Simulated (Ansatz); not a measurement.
# LaGa3N4: the band gap up the ladder of functionals

The task here is to estimate one member of a computed series from the others.

Program: Ansatz 0.2.0. PAW datasets, plane waves. Note: simulated data, non-magnetic, for a generated structure that need not be the stable one.

## The system as given

The cell was relaxed beforehand with r2SCAN.

It is monoclinic, Pm (No. 6); conventional cell a = 5.438 Å, b = 3.356 Å, c = 5.988 Å, β = 91.6°, 13.65 Å³ an atom. Near Ga stand 4 N at 1.93–2.08 Å; near Ga stand 4 N at 1.90–2.08 Å; near Ga stand 4 N at 1.88–2.02 Å; near La stand 4 N at 2.25–2.46 Å; near N stand 3 Ga at 1.93–1.97 Å and 1 La at 2.35 Å.

As a file:

```xyz
8
Lattice="5.4371 0.0000 0.0760 0.0000 3.3556 0.0000 0.0813 0.0000 5.9877" Properties=species:S:1:pos:R:3 pbc="T T T"
Ga    0.0566    0.0000    4.0735
Ga   -0.0237    1.6778    0.9099
Ga    2.8623    1.6778    5.0413
La    2.7749    0.0000    2.0766
N     3.5664    0.0000    4.2915
N     3.5266    1.6778    0.7761
N     0.8399    1.6778    4.9661
N     0.3149    0.0000    2.0058
```

The first run:

input.yaml reads:

```yaml
crystal:
  lattice:
    - [5.437119426, 0.0, 0.0760436628]
    - [0.0, 3.3556437676, 0.0]
    - [0.0812542523, 0.0, 5.9876952004]
  atoms:
    - { symbol: Ga, position: [0.0002389616, 0.0, 0.6803099855] }
    - { symbol: Ga, position: [-0.0066398824, 0.5, 0.1520449116] }
    - { symbol: Ga, position: [0.5139498049, 0.5, 0.8354163592] }
    - { symbol: La, position: [0.5052831653, 0.0, 0.3403913782] }
    - { symbol: "N", position: [0.6453445186, 0.0, 0.7085321102] }
    - { symbol: "N", position: [0.6467941855, 0.5, 0.1214036534] }
    - { symbol: "N", position: [0.1421061356, 0.5, 0.8275849812] }
    - { symbol: "N", position: [0.0529231109, 0.0, 0.3343166207] }
kpoints:
  mp_grid: { grid: [6, 8, 4] }
  band_path:
    path:
      - [0.0, 0.0, 0.0]
      - [1.014107710984e-36, -0.5, -5.86862331223e-18]
      - [-8.72240362551e-19, -0.5, -0.5]
      - [-8.72240362551e-19, 4.722985590254e-19, -0.5]
      - [0.0, 0.0, 0.0]
      - [-0.5, 5.591396879247e-19, -0.5]
      - [-0.5, -0.5, -0.5]
      - [1.014107710984e-36, -0.5, -5.86862331223e-18]
      - [-0.5, -0.5, 5.237856250112e-17]
      - [-0.5, 8.684112889928e-20, 5.789356436337e-17]
      - [0.0, 0.0, 0.0]
    npoints: 10
hamiltonian:
  xc: pbe
scf:
  occupations: { method: fermi_dirac, width: 0.02 }
  n_extra_bands: 6
output:
  forces: true
  stress: true
  eigenvalues: true
```

Run with:

```console
$ ansatz run input.yaml --threads 4 --pin off --max-ram 6451MiB --backend cpu --events-out ev --progress --plain --runs-dir out
```

Among the steps run: PBE band path; Single point with r2SCAN; Single point with HSE06; Single point with PBE+SOC; PBE0.

One of the session's tables, all rows but one given; the rest of the session is left out.

| level | gap (eV) |
| --- | --- |
| PBE | 0.39 |
| r2SCAN | 0.70 |
| HSE06 | 1.49 |
| PBE+SOC | 0.39 |
| PBE0 | ? |

**Question.** Estimate the row for PBE0.

As computed: gap (eV): 2.17. In the column «gap (eV)» it is the highest.

Meshes: PBE 6×8×4, r2SCAN 6×8×4, HSE06 4×4×4, PBE+SOC 6×8×4, PBE0 4×4×4

PBE gives the least gap, 0.39 eV, and PBE0 the largest, 2.17 eV. PBE reaches 26 % of the HSE06 value, and r2SCAN 47 %. PBE0 lies 0.68 eV above HSE06, which differs from it by screening the long-range exchange.

Limits of these values: Warnings in the runs' records: stress exchange threshold loose, stress scf threshold loose.
